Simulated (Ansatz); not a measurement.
# Molecular dynamics of WC

Input file:

```yaml
accuracy: low
crystal:
  lattice:
    - [-2.900765, -5.024272, 0.0]
    - [4.351147, -2.512136, 0.0]
    - [0.0, 0.0, 5.694056]
  atoms:
    - { symbol: W, position: [0.75, 0.5, 0.0] }
    - { symbol: C, position: [0.5, 0.6666667, 0.25] }
    - { symbol: W, position: [0.75, 0.5, 0.5] }
    - { symbol: C, position: [0.5, 0.6666667, 0.75] }
    - { symbol: W, position: [0.5, 0.0, 0.0] }
    - { symbol: C, position: [0.25, 0.1666667, 0.25] }
    - { symbol: W, position: [0.5, 0.0, 0.5] }
    - { symbol: C, position: [0.25, 0.1666667, 0.75] }
    - { symbol: W, position: [0.25, 0.5, 0.0] }
    - { symbol: C, position: [0.0, 0.6666667, 0.25] }
    - { symbol: W, position: [0.25, 0.5, 0.5] }
    - { symbol: C, position: [0.0, 0.6666667, 0.75] }
    - { symbol: W, position: [0.0, 0.0, 0.0] }
    - { symbol: C, position: [0.75, 0.1666667, 0.25] }
    - { symbol: W, position: [0.0, 0.0, 0.5] }
    - { symbol: C, position: [0.75, 0.1666667, 0.75] }
basis:
  ecutwfc: 420.0
kpoints:
  mp_grid: { grid: [3, 3, 3] }
hamiltonian:
  xc: pbe
scf:
  occupations: { method: fermi_dirac, width: 0.3 }
  lower_state_search: "off"
md:
  timestep: 1
  n_steps: 480
  ensemble: nvt_langevin
  temperature: 300.0
  initial_velocities: maxwell_boltzmann
  seed: 405464
  friction: 0.02
  temperature_schedule: [{ n_steps: 480, end_temperature: 3500.0 }]
```

Command:

```bash
$ ansatz run input.yaml --threads 2 --pin off --max-ram 5120MiB --backend cpu --events-out ev --progress --plain --runs-dir out
```

It starts from a structure without forces on its atoms.

Output, in part (step lines):

```
md step     0: t =     0.00 fs  T =   281.3 K (target 300.0 K)  F+E_penalty+E_count = -85088.79392640 eV  E_kin = 0.581670 eV  (6 SCF iters)
md step     1: t =     1.00 fs  T =   275.9 K (target 303.3 K)  F+E_penalty+E_count = -85088.78934989 eV  E_kin = 0.570626 eV  (6 SCF iters)
md step     2: t =     2.00 fs  T =   262.9 K (target 310.0 K)  F+E_penalty+E_count = -85088.77657179 eV  E_kin = 0.543636 eV  (6 SCF iters)
md step     3: t =     3.00 fs  T =   275.3 K (target 316.7 K)  F+E_penalty+E_count = -85088.75639007 eV  E_kin = 0.569332 eV  (6 SCF iters)
md step     4: t =     4.00 fs  T =   253.4 K (target 323.3 K)  F+E_penalty+E_count = -85088.72917498 eV  E_kin = 0.523984 eV  (6 SCF iters)
md step     5: t =     5.00 fs  T =   243.9 K (target 330.0 K)  F+E_penalty+E_count = -85088.69626456 eV  E_kin = 0.504335 eV  (5 SCF iters)
md step     6: t =     6.00 fs  T =   221.1 K (target 336.7 K)  F+E_penalty+E_count = -85088.65978295 eV  E_kin = 0.457347 eV  (5 SCF iters)
md step     7: t =     7.00 fs  T =   201.6 K (target 343.3 K)  F+E_penalty+E_count = -85088.62296866 eV  E_kin = 0.416981 eV  (5 SCF iters)
[... lines left out ...]
md step   479: t =   479.00 fs  T =  3692.1 K (target 3490.0 K)  F+E_penalty+E_count = -85082.30427559 eV  E_kin = 7.635929 eV  (6 SCF iters)
md step   480: t =   480.00 fs  T =  3659.8 K (target 3496.7 K)  F+E_penalty+E_count = -85082.04354013 eV  E_kin = 7.569123 eV  (7 SCF iters)
```

The steps, from the saved trajectory:

```csv
time (fs),T (K),potential energy less start (eV)
0,281,0.000
16,224,0.352
32,235,0.412
48,302,0.500
64,326,0.701
80,487,0.807
96,737,0.743
112,730,1.432
128,906,1.635
144,939,2.010
160,1036,1.887
176,1026,2.683
192,1340,3.125
208,2030,2.436
224,1979,3.405
240,2192,3.159
256,1576,5.829
272,2385,3.805
288,2227,3.819
304,2782,2.991
320,2386,4.825
336,2204,5.469
352,2716,5.137
368,2536,5.597
384,2259,4.839
400,2913,4.712
416,2501,7.481
432,3573,6.173
448,3377,5.278
464,3431,5.288
480,3660,6.750
```

The run went to its last step. The schedule's set-point averaged 2700 K over the second half and the system 2578 K. A run of 0.48 ps of so small a system gives no equilibrium averages. Limits of this set-up: coarse k mesh, low accuracy level.

Mean squared displacements from the first frame to the last, about the centre of mass: W 0.02 Å², C 0.07 Å².

Last frame:

```xyz
16
Lattice="-2.9008 -5.0243 0.0000 4.3511 -2.5121 0.0000 0.0000 0.0000 5.6941" Properties=species:S:1:pos:R:3
W 0.154 -4.898 0.055
C 1.337 -4.057 1.430
W 0.223 -4.918 2.989
C 1.427 -4.135 4.474
W -1.277 -2.472 0.299
C 0.173 -1.737 1.638
W -1.253 -2.355 3.079
C 0.194 -1.770 4.115
W 1.668 -2.398 0.267
C 3.058 -1.600 1.365
W 1.665 -2.424 2.964
C 3.151 -1.915 4.427
W 0.098 0.024 0.054
C -1.113 -4.141 1.557
W 0.381 -0.018 2.958
C -1.484 -4.046 4.615
```

Run time: 41 min on 2 threads of Intel(R) Xeon(R) Platinum 8488C (Sapphire Rapids), on a shared host, peak memory 0.74 GiB.
